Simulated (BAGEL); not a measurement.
**K2H2S2 ((KSH)2 ring) at 4 levels**

Wanted: a comparison of 4 runs (UHF/STO-3G, UHF/3-21G, ROHF/6-31G*, UHF/6-31G*) of K2H2S2 ((KSH)2 ring). 

The results are computed with BAGEL 1.2.2.

16 further runs of the same task are left out: 16 set aside as unsound or not needed.

**1. The system as given**

K2H2S2: 6 atoms, total charge 0, spin state triplet. Geometry: a GFN2-xTB relaxation, a rough one for these elements and not checked as a minimum. That shape belongs to the parent species and isn't relaxed for this state.

Bond lengths: K1–S2 3.032 Å, S2–K3 3.035 Å, K1–S4 3.033 Å, K3–S4 3.033 Å, S2–H5 1.322 Å, S4–H6 1.322 Å. Angles: K1–S2–K3 88.9°, S2–K1–S4 89.9°, S2–K3–S4 89.8°, K1–S4–K3 89.0°, K1–S2–H5 108.0°, K3–S2–H5 107.9°, K1–S4–H6 107.8°, K3–S4–H6 108.0°.

**2. The energy at UHF/STO-3G (density fitting with qzvpp-jkfit) (run 1)**

The input, input.json:

```json
{ "bagel" : [

{
  "title" : "molecule",
  "basis" : "sto-3g",
  "df_basis" : "qzvpp-jkfit",
  "angstrom" : true,
  "geometry" : [
    { "atom" : "K", "xyz" : [    0.930940,   -1.589830,    1.068310 ] },
    { "atom" : "S", "xyz" : [   -1.954730,   -0.871920,    0.477260 ] },
    { "atom" : "K", "xyz" : [   -0.970830,    1.379220,   -1.305140 ] },
    { "atom" : "S", "xyz" : [    1.839570,    0.246350,   -1.167620 ] },
    { "atom" : "H", "xyz" : [   -2.472070,   -0.331820,    1.567490 ] },
    { "atom" : "H", "xyz" : [    2.627110,    1.168000,   -0.640300 ] }
  ]
},
{
  "title" : "uhf",
  "nopen" : 2
},
{
  "title" : "print",
  "file" : "orbitals.molden",
  "orbitals" : true
}

]}
```

Command:

```sh
$ BAGEL_NUM_THREADS=1 BAGEL input.json > input.out
```

The program printed:

```text
* using 1 threads per process

  ===============================================================
  ===============================================================

  *** Geometry ***

  { "atom" : "K", "xyz" : [      1.759222,     -3.004343,      2.018813 ] },
  { "atom" : "S", "xyz" : [     -3.693904,     -1.647690,      0.901891 ] },
  { "atom" : "K", "xyz" : [     -1.834603,      2.606348,     -2.466357 ] },
  { "atom" : "S", "xyz" : [      3.476283,      0.465534,     -2.206482 ] },
  { "atom" : "H", "xyz" : [     -4.671535,     -0.627049,      2.962127 ] },
  { "atom" : "H", "xyz" : [      4.964518,      2.207200,     -1.209992 ] },

  Number of auxiliary basis functions:      612

  Since a DF basis is specified, we compute 2- and 3-index integrals:
    o Being stored without compression. Storage requirement is 0.010 GB

  Number of basis functions:       46
  Number of electrons      :       72

    * METHOD: MOLECULE                             0.24

  *** Open-shell HF ***

  === Nuclear Repulsion ===
   315.8860428270

      * DIIS with orbital gradients will be used.

  === UHF iteration (sto-3g) ===
      0      -1973.60791435          0.01020287           0.10
      1      -1973.64476968          0.00161398           0.09
      2      -1973.64750798          0.00066270           0.09
[... 24 lines of this table left out ...]
     27      -1973.64850646          0.00000001           0.09
    * SCF iteration converged.

    * S^2 (UHF) is 2.0424

    * Permanent dipole moment:
           (   -0.034145,    -0.307428,    -0.273061) a.u.

    * METHOD: UHF                                  2.71

    * METHOD: PRINT                                0.00

  ===============================================================
```

Run time: 3.3 s. Hardware: 1 thread of AMD EPYC 9R45 (Zen 5), shared host; peak memory 0.1 GiB.

**3. The energy at UHF/3-21G (density fitting with qzvpp-jkfit) (run 2)**

The input, hf.json:

```json
{ "bagel" : [

{
  "title" : "molecule",
  "basis" : "3-21g.json",
  "df_basis" : "qzvpp-jkfit",
  "angstrom" : "true",
  "geometry" : [
    { "atom" : "K", "xyz" : [    0.930940,   -1.589830,    1.068310 ] },
    { "atom" : "S", "xyz" : [   -1.954730,   -0.871920,    0.477260 ] },
    { "atom" : "K", "xyz" : [   -0.970830,    1.379220,   -1.305140 ] },
    { "atom" : "S", "xyz" : [    1.839570,    0.246350,   -1.167620 ] },
    { "atom" : "H", "xyz" : [   -2.472070,   -0.331820,    1.567490 ] },
    { "atom" : "H", "xyz" : [    2.627110,    1.168000,   -0.640300 ] }
  ]
},
{
  "title" : "uhf",
  "nopen" : 2
},
{
  "title" : "print",
  "file" : "orbitals.molden",
  "orbitals" : "true"
}

]}
```

The basis set 3-21G is read from a file made from the Basis Set Exchange's data (not shown).

Command:

```sh
$ BAGEL_NUM_THREADS=1 BAGEL hf.json > hf.out
```

The program printed:

```text
* using 1 threads per process

  ===============================================================
  ===============================================================

  *** Geometry ***

  { "atom" : "K", "xyz" : [      1.759222,     -3.004343,      2.018813 ] },
  { "atom" : "S", "xyz" : [     -3.693904,     -1.647690,      0.901891 ] },
  { "atom" : "K", "xyz" : [     -1.834603,      2.606348,     -2.466357 ] },
  { "atom" : "S", "xyz" : [      3.476283,      0.465534,     -2.206482 ] },
  { "atom" : "H", "xyz" : [     -4.671535,     -0.627049,      2.962127 ] },
  { "atom" : "H", "xyz" : [      4.964518,      2.207200,     -1.209992 ] },

  Number of auxiliary basis functions:      612

  Since a DF basis is specified, we compute 2- and 3-index integrals:
    o Being stored without compression. Storage requirement is 0.020 GB

  Number of basis functions:       64
  Number of electrons      :       72

    * METHOD: MOLECULE                             0.24

  *** Open-shell HF ***

  === Nuclear Repulsion ===
   315.8860428270

      * DIIS with orbital gradients will be used.

  === UHF iteration (3-21g.json) ===
      0      -1984.54381209          0.01610895           0.14
      1      -1984.59749495          0.00403689           0.14
      2      -1984.60302981          0.00140649           0.14
[... 30 lines of this table left out ...]
     33      -1984.60481537          0.00000001           0.13
    * SCF iteration converged.

    * S^2 (UHF) is 2.0283

    * Permanent dipole moment:
           (    0.110983,     0.651379,     0.699318) a.u.

    * METHOD: UHF                                  4.73

    * METHOD: PRINT                                0.01

  ===============================================================
```

Run time: 5.4 s. Hardware: 1 thread of AMD EPYC 9R45 (Zen 5), shared host; peak memory 0.13 GiB.

Run 3 isn't shown in full; the table further down has it.

**4. A single-point energy at UHF/6-31G(d) (density fitting with qzvpp-jkfit, spherical functions) (run 4)**

Edit hf.json of step 3 so:

```diff
@@ -4,5 +4,5 @@
   "title" : "molecule",
-  "basis" : "3-21g.json",
+  "basis" : "6-31gs.json",
   "df_basis" : "qzvpp-jkfit",
-  "angstrom" : "true",
+  "angstrom" : true,
   "geometry" : [
@@ -23,3 +23,3 @@
   "file" : "orbitals.molden",
-  "orbitals" : "true"
+  "orbitals" : true
 }
```

The basis set 6-31G* is read from a file made from the Basis Set Exchange's data (not shown).

Command:

```sh
$ BAGEL_NUM_THREADS=1 BAGEL hf.json > hf.out
```

The program printed:

```text
* using 1 threads per process

  ===============================================================
  ===============================================================

  *** Geometry ***

  { "atom" : "K", "xyz" : [      1.759222,     -3.004343,      2.018813 ] },
  { "atom" : "S", "xyz" : [     -3.693904,     -1.647690,      0.901891 ] },
  { "atom" : "K", "xyz" : [     -1.834603,      2.606348,     -2.466357 ] },
  { "atom" : "S", "xyz" : [      3.476283,      0.465534,     -2.206482 ] },
  { "atom" : "H", "xyz" : [     -4.671535,     -0.627049,      2.962127 ] },
  { "atom" : "H", "xyz" : [      4.964518,      2.207200,     -1.209992 ] },

  Number of auxiliary basis functions:      612

  Since a DF basis is specified, we compute 2- and 3-index integrals:
    o Being stored without compression. Storage requirement is 0.053 GB

  Number of basis functions:      104
  Number of electrons      :       72

    * METHOD: MOLECULE                             0.40

  *** Open-shell HF ***

  === Nuclear Repulsion ===
   315.8860428270

      * DIIS with orbital gradients will be used.

  === UHF iteration (6-31gs.json) ===
      0      -1994.35401230          0.01206912           0.24
      1      -1994.40795060          0.00395430           0.23
      2      -1994.41575787          0.00146210           0.23
[... 41 lines of this table left out ...]
     44      -1994.41820639          0.00000001           0.24
    * SCF iteration converged.

    * S^2 (UHF) is 2.0460

    * Permanent dipole moment:
           (    0.110855,     0.728657,     0.751602) a.u.

    * METHOD: UHF                                 10.86

    * METHOD: PRINT                                0.02

  ===============================================================
```

Wall time 12 s (1 thread of AMD EPYC 9R45 (Zen 5), shared host); peak memory 0.2 GiB.

**5. All runs side by side**

```csv
run,level,energy (Eh),dipole moment (D),⟨S²⟩,wall time
1,UHF/STO-3G (density fitting with qzvpp-jkfit),-1973.648506,1.05,2.042,3.3 s
2,UHF/3-21G (density fitting with qzvpp-jkfit),-1984.604815,2.45,2.028,5.4 s
3,"ROHF/6-31G* (density fitting with qzvpp-jkfit, spherical functions)",-1994.409950,2.92,2.000,9 s
4,"UHF/6-31G* (density fitting with qzvpp-jkfit, spherical functions)",-1994.418206,2.68,2.046,12 s
```

**6. What came out**

| quantity | value |
| --- | --- |
| run 4: total energy | -1994.41821 Eh |
| run 4: dipole moment | 2.68 D |
| run 4: ⟨S²⟩ | 2.046 |

The dipole moment (its size) runs from 1.05 D (UHF/STO-3G) to 2.92 D (ROHF/6-31G*). The two ends differ in method and basis. The two dipoles point in opposite directions. In run 1 the basis is minimal, so the values are rough. All runs together took 29 s, the longest 12 s.
